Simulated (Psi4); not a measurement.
# TiH4 (SMILES [H][Ti]([H])([H])[H]): a chain of runs

Wanted: a structure relaxation (B3LYP/3-21G), then the harmonic vibrations, then a single-point energy (CCSD(T)/cc-pVDZ) of TiH4. 

The results are computed with Psi4 1.11.

## (1) Starting point

TiH4: 5 atoms, total charge 0, spin state singlet. SMILES: `[H][Ti]([H])([H])[H]`. Geometry: a GFN2-xTB relaxation, a rough one for these elements and not checked as a minimum. The run starts from this shape.

Bond lengths: Ti1–H2 1.731 Å, Ti1–H3 1.731 Å, Ti1–H4 1.731 Å, Ti1–H5 1.731 Å. Angles: H2–Ti1–H3 109.4°, H2–Ti1–H4 109.4°, H2–Ti1–H5 109.5°, H3–Ti1–H4 109.5°, H3–Ti1–H5 109.5°, H4–Ti1–H5 109.4°.

## (2) A geometry optimisation at B3LYP/3-21G (density fitting) (run 1)

h4ti.in reads:

```
memory 1.6 GB

molecule {
  0 1
  Ti    -0.00001890    -0.00039684    -0.00028346
  H      0.02071140    -0.03178519     3.27105923
  H      3.07825047     0.01972874    -1.10792753
  H     -1.55760676     2.67683485    -1.05354121
  H     -1.54133622    -2.66440045    -1.10928813
  units bohr
  symmetry c1
}

set {
  basis 3-21G
  geom_maxiter 60
}

energy_value = optimize('b3lyp')
```

Command:

```console
$ psi4 -i h4ti.in -o h4ti.out -n 1
```

h4ti.out:

```text
[...]
  Running in c1 symmetry.
[...]
  Nuclear repulsion =   28.021838301873711
[...]
  Multiplicity = 1
[...]
  Nalpha       = 13
  Nbeta        = 13
[...]
    Number of basis functions: 37
[...]
   @DF-RKS iter   1:  -847.51634984030966   -5.07782e-01   1.09565e-02 ADIIS/DIIS
[...]
   @DF-RKS iter   6:  -847.65229758986641   -1.59162e-12   3.02024e-09 DIIS
[...]
    Orbital Energies [Eh]
    ---------------------
    Doubly Occupied:
       1A   -177.777159     2A    -19.919367     3A    -16.589795
       4A    -16.589792     5A    -16.589791     6A     -2.452059
       7A     -1.545405     8A     -1.545395     9A     -1.545393
      10A     -0.348718    11A     -0.318554    12A     -0.318533
      13A     -0.318529
[...]
  @DF-RKS Final Energy:  -847.65229758986641
   => Energetics <=
    Nuclear Repulsion Energy =             28.9720865995583807
    One-Electron Energy =               -1216.8079101076734787
    Two-Electron Energy =                 375.0902228016360596
    DFT Exchange-Correlation Energy =     -34.9066968833874753
    Empirical Dispersion Energy =           0.0000000000000000
    VV10 Nonlocal Energy =                  0.0000000000000000
    Total Energy =                       -847.6522975898664072
[...]
 Multipole Moments:
 ------------------------------------------------------------------------------------
     Multipole            Electronic (a.u.)      Nuclear  (a.u.)        Total (a.u.)
 ------------------------------------------------------------------------------------
 L = 1.  Multiply by 2.5417464519 to convert [e a0] to [Debye]
 Dipole X            :         -0.0000422            0.0000230           -0.0000191
 Dipole Y            :         -0.0006333            0.0004002           -0.0002331
 Dipole Z            :         -0.0006375            0.0004019           -0.0002356
 Magnitude           :                                                    0.0003320
[...]
  -Total Gradient:
     Atom            X                  Y                   Z
    ------   -----------------  -----------------  -----------------
       1       -0.000007265497    -0.000004656251    -0.000012777524
       2        0.000008955358     0.000015913097    -0.000026379335
       3       -0.000024400532    -0.000007944622     0.000020891318
       4        0.000006875241    -0.000017027861     0.000015777053
       5        0.000007081719     0.000027527066    -0.000001710457
[...]
    Final optimized geometry and variables:
    Molecular point group: c1
    Full point group: C1
    Geometry (in Bohr), charge = 0, multiplicity = 1:
    TI          -0.000000900205    -0.000015649179    -0.000015715537
    H            0.019479771552    -0.031033100910     3.163988990549
    H            2.977029268022     0.019350016713    -1.072034318711
    H           -1.506068605168     2.589545590939    -1.018953630811
    H           -1.490397606540    -2.577117986708    -1.072253363982
    Psi4 run time: 0:00:04.84
[...]
```

On the terminal:

```text
Optimizer: Optimization complete!
```

It took 5.7 s on 1 thread of AMD EPYC 9R45 (Zen 5), shared host; peak memory 0.36 GiB.

The path in brief:

| step | energy from the first frame kept (eV) | largest force (eV/Å) |
| --- | --- | --- |
| 0 | 0.0000 | 0.6404 |
| 1 | -0.0740 | 0.0900 |
| 2 | -0.0753 | 0.0104 |
| 3 | -0.0754 | 0.0017 |

After the run. Bond lengths: Ti1–H2 1.674 Å, Ti1–H3 1.674 Å, Ti1–H4 1.674 Å, Ti1–H5 1.674 Å. Angles: H2–Ti1–H3 109.5°, H2–Ti1–H4 109.4°, H2–Ti1–H5 109.5°, H3–Ti1–H4 109.5°, H3–Ti1–H5 109.5°, H4–Ti1–H5 109.5°.

## (3) Vibrational wavenumbers at B3LYP/3-21G (density fitting) (run 2)

job.dat reads:

```
memory 1600 mb

molecule {
  0 1
  Ti
  H 1 1.674432
  H 1 1.674435 2 109.45327
  H 1 1.674434 2 109.44789 3 -120.00227
  H 1 1.674445 2 109.49678 4 -119.99346
  symmetry c1
}

set globals {
  basis 3-21G
  reference rks
  t 298.15
  rotational_symmetry_number 12
}

energy_value, wavefunction = frequencies("b3lyp", return_wfn=True)
print_variables()
```

Command:

```console
$ psi4 -n 1 job.dat job.out
```

job.out, cut to the lines that bear on the results:

```text
[...]
  Running in c1 symmetry.
[...]
  Nuclear repulsion =   28.972084525477605
[...]
  Multiplicity = 1
[...]
  Nalpha       = 13
  Nbeta        = 13
[...]
    Number of basis functions: 37
[...]
   @DF-RKS iter   1:  -847.54408122756172   -4.87854e-01   1.01232e-02 DIIS/ADIIS
[...]
   @DF-RKS iter   9:  -847.65229600243845   -1.69052e-10   1.02448e-09 DIIS
[...]
  @DF-RKS Final Energy:  -847.65229600243845
   => Energetics <=
    Nuclear Repulsion Energy =             28.9720722505424924
    One-Electron Energy =               -1216.8078922888698798
    Two-Electron Energy =                 375.0902201575117942
    DFT Exchange-Correlation Energy =     -34.9066961216227867
    Empirical Dispersion Energy =           0.0000000000000000
    VV10 Nonlocal Energy =                  0.0000000000000000
    Total Energy =                       -847.6522960024384474
[...]
 Multipole Moments:
[...]
  -Total Gradient:
     Atom            X                  Y                   Z
    ------   -----------------  -----------------  -----------------
       1       -0.000197944802    -0.000002031677    -0.000016179037
       2       -0.000047947624     0.000020562330    -0.000023669711
       3        0.000027030279    -0.000012016069     0.000021144285
       4        0.000128372752     0.000050129132     0.000076030829
       5        0.000081753646    -0.000037890828    -0.000076634469
[...]
  ==> Harmonic Vibrational Analysis <==
[...]
  Freq [cm^-1]                 551.2020            567.5001            582.1104
[...]
  IR activ [km/mol]            223.0035            226.5376            218.4239
[...]
  Freq [cm^-1]                 688.2520            693.8371           1762.9445
[...]
  IR activ [km/mol]            17.0150              6.5319             508.2338
[...]
  Freq [cm^-1]                1771.3326           1772.8988           1848.8965
[...]
  IR activ [km/mol]            503.1125            500.0200             0.2767
[...]
  Total E_0, Enthalpy at 0 [K]                                                         -847.62897168 [Eh]
[...]
  Total H, Enthalpy at  298.15 [K]                                                     -847.62441871 [Eh]
[...]
  Total G, Gibbs energy at  298.15 [K]                                                 -847.64942319 [Eh]
[...]
```

Standard output:

```text
Warning: used thermodynamics relations inappropriate for low-frequency modes: ['551.2020' '567.5001' '582.1104']
```

Run time: 33 s. Hardware: 1 thread of AMD EPYC 9R45 (Zen 5), shared host; peak memory 0.39 GiB.

## (4) A single-point energy at CCSD(T)/cc-pVDZ (run 3)

h4ti.xyz reads:

```xyz
5
H4Ti
Ti    -0.000010    -0.000198    -0.000144
H      0.010299    -0.016612     1.674176
H      1.575367     0.010050    -0.567431
H     -0.796986     1.370139    -0.539342
H     -0.788693    -1.363942    -0.567547
```

h4ti.py reads:

```python
import psi4

psi4.set_memory(1600000000)
psi4.set_num_threads(1)
psi4.set_output_file('run.log', False)

with open('h4ti.xyz') as f:
    atoms = ''.join(f.readlines()[2:])
geom = psi4.geometry('0 1\n' + atoms + '')

psi4.set_options(dict(basis='cc-pVDZ', reference='rhf', scf_type='pk', freeze_core=True))

result, w = psi4.energy('ccsd(t)', return_wfn=True)
print(f'total energy {result:.8f} hartree = {result * 27.211386:.5f} eV')
for k, v in sorted(psi4.core.scalar_variables().items()):
    print(f'{k:45s} {v:18.10f}')
```

Command:

```console
$ python h4ti.py
```

run.log:

```text
[...]
  Running in c1 symmetry.
[...]
  Nuclear repulsion =   28.972086464467409
[...]
  Multiplicity = 1
[...]
  Nalpha       = 13
  Nbeta        = 13
[...]
    Number of basis functions: 63
[...]
   @RHF iter   1:  -850.52532866765796   -7.66846e-01   5.02991e-03 ADIIS/DIIS
[...]
   @RHF iter   9:  -850.60454873853223   -2.38742e-12   4.05191e-09 DIIS
[...]
    Orbital Energies [Eh]
    ---------------------
    Doubly Occupied:
       1A   -183.501329     2A    -21.663760     3A    -18.030836
       4A    -18.030834     5A    -18.030834     6A     -3.028242
       7A     -1.937252     8A     -1.937248     9A     -1.937247
      10A     -0.481333    11A     -0.454762    12A     -0.454729
      13A     -0.454724
[...]
  @RHF Final Energy:  -850.60454873853223
   => Energetics <=
    Nuclear Repulsion Energy =             28.9720864644674094
    One-Electron Energy =               -1219.2670111622001059
    Two-Electron Energy =                 339.6903759592004803
    Total Energy =                       -850.6045487385322303
[...]
 Multipole Moments:
 ------------------------------------------------------------------------------------
     Multipole            Electronic (a.u.)      Nuclear  (a.u.)        Total (a.u.)
 ------------------------------------------------------------------------------------
 L = 1.  Multiply by 2.5417464519 to convert [e a0] to [Debye]
 Dipole X            :         -0.0000346            0.0000253           -0.0000093
 Dipole Y            :         -0.0006036            0.0004001           -0.0002034
 Dipole Z            :         -0.0006138            0.0004048           -0.0002090
 Magnitude           :                                                    0.0002918
[...]
      * MP2 total energy                      = -850.755980514253906
[...]
      * CCSD total energy                     = -850.786762015681575
[...]
      * CCSD(T) total energy                  = -850.797293499042212
```

On the terminal:

```text
total energy -850.79729350 hartree = -23151.37356 eV
(T) CORRECTION ENERGY                              -0.0105314834
CC D1 DIAGNOSTIC                                    0.0624642443
CC D2 DIAGNOSTIC                                    0.1842724473
CC NEW D1 DIAGNOSTIC                                0.0624642443
CC T1 DIAGNOSTIC                                    0.0384123378
CCSD CORRELATION ENERGY                            -0.1822132771
CCSD DOUBLES ENERGY                                -0.1822132771
CCSD ITERATIONS                                    13.0000000000
CCSD OPPOSITE-SPIN CORRELATION ENERGY              -0.1644847024
CCSD SAME-SPIN CORRELATION ENERGY                  -0.0177285748
CCSD SINGLES ENERGY                                 0.0000000000
CCSD TOTAL ENERGY                                -850.7867620157
CCSD(T) CORRELATION ENERGY                         -0.1927447605
CCSD(T) TOTAL ENERGY                             -850.7972934990
CURRENT CORRELATION ENERGY                         -0.1927447605
CURRENT ENERGY                                   -850.7972934990
CURRENT REFERENCE ENERGY                         -850.6045487385
DD SOLVATION ENERGY                                 0.0000000000
HF KINETIC ENERGY                                 849.6077296357
HF POTENTIAL ENERGY                             -1700.2122783742
HF TOTAL ENERGY                                  -850.6045487385
HF VIRIAL RATIO                                     2.0011732698
MP2 CORRELATION ENERGY                             -0.1514317757
MP2 DOUBLES ENERGY                                 -0.1514317757
MP2 OPPOSITE-SPIN CORRELATION ENERGY               -0.1317655727
MP2 SAME-SPIN CORRELATION ENERGY                   -0.0196662030
MP2 SINGLES ENERGY                                 -0.0000000000
MP2 TOTAL ENERGY                                 -850.7559805143
NUCLEAR REPULSION ENERGY                           28.9720864645
ONE-ELECTRON ENERGY                             -1219.2670111622
PCM POLARIZATION ENERGY                             0.0000000000
PE ENERGY                                           0.0000000000
SCF ITERATION ENERGY                             -850.6045487385
SCF ITERATIONS                                      9.0000000000
SCF TOTAL ENERGY                                 -850.6045487385
TWO-ELECTRON ENERGY                               339.6903759592
```

Wall time 23 s (1 thread of AMD EPYC 9R45 (Zen 5), shared host); peak memory 1.2 GiB.

## (5) Outcome

| quantity | value |
| --- | --- |
| run 1, B3LYP/3-21G: total energy at the end | -847.65230 Eh |
| run 1, B3LYP/3-21G: dipole moment | 0.00 D |
| run 1, B3LYP/3-21G: HOMO energy | -8.67 eV |
| run 1, B3LYP/3-21G: LUMO energy | -2.61 eV |
| run 1, B3LYP/3-21G: HOMO–LUMO gap | 6.06 eV |
| run 2, B3LYP/3-21G: lowest harmonic wavenumber | 551 cm⁻¹ |
| run 2, B3LYP/3-21G: highest harmonic wavenumber | 1849 cm⁻¹ |
| run 2, B3LYP/3-21G: zero-point energy | 61.2 kJ/mol |
| run 2, B3LYP/3-21G: ideal-gas entropy at 298.15 K (symmetry number 12 as used) | 52.6 cal/(mol K) |
| run 3, CCSD(T)/cc-pVDZ: total energy | -850.79729 Eh |
| run 3, CCSD(T)/cc-pVDZ: HOMO energy (Hartree–Fock orbitals) | -12.37 eV |
| run 3, CCSD(T)/cc-pVDZ: LUMO energy (Hartree–Fock orbitals) | 0.75 eV |
| run 3, CCSD(T)/cc-pVDZ: HOMO–LUMO gap (Hartree–Fock orbitals) | 13.12 eV |
| run 3, CCSD(T)/cc-pVDZ: correlation energy (9 core orbitals frozen) | -192.7 mEh |
| run 3, CCSD(T)/cc-pVDZ: (T) correction | -10.53 mEh |
| run 3, CCSD(T)/cc-pVDZ: T1 diagnostic | 0.038 |

**Reading.** The optimisation (run 1, B3LYP/3-21G) took 4 steps and changed the energy by -0.075 eV. All 9 modes (run 2, B3LYP/3-21G) are real, so the shape is a minimum at this level. The triples (run 3, CCSD(T)/cc-pVDZ) make up 5.5 % of the correlation energy.
